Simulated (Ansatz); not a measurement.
The system is KZr2.

```xyz
3
Lattice="0.0000 3.5791 3.5791 3.5791 0.0000 3.5791 3.5791 3.5791 0.0000" Properties=species:S:1:pos:R:3 pbc="T T T"
K     0.0000    0.0000    0.0000
Zr    1.7896    1.7896    1.7896
Zr    5.3687    5.3687    5.3687
```

The cell was built by a generator and needn't be a form met in nature.

Base run:

| Property | Result |
| --- | --- |
| Program | Ansatz 0.2.0 |
| Functional | LDA |
| Potentials or basis | Ansatz PAW |
| Cutoff | 420 eV (not typed: the program's choice for these potentials) |
| k mesh | 7 × 7 × 7 |
| Occupations | fermi-dirac, width 0.05 eV |
| Spin | no spin polarisation |

Its results: band gap on the k mesh none (metal or under the smearing width); pressure -3.7 GPa.

Task: After a change of settings the same cell gave: band gap on the k mesh none (metal or under the smearing width); pressure -2.1 GPa. Which change was it?
A. functional from LDA to PBEsol
B. functional from LDA to r2SCAN; cutoff from 420 eV (not typed: the program's choice for these potentials) to 500 eV (not typed: the program's choice for these potentials)
C. functional from LDA to BLYP
D. functional from LDA to RPBE

Result: A.

PBEsol binds less tightly than LDA, so the same cell stands under more pressure.

Caveats: the PAW data sets come from PBE, with cores solved anew for the run's functional, which leaves a small shift of forces and pressure.

Runs at the PBE level aren't shown here.
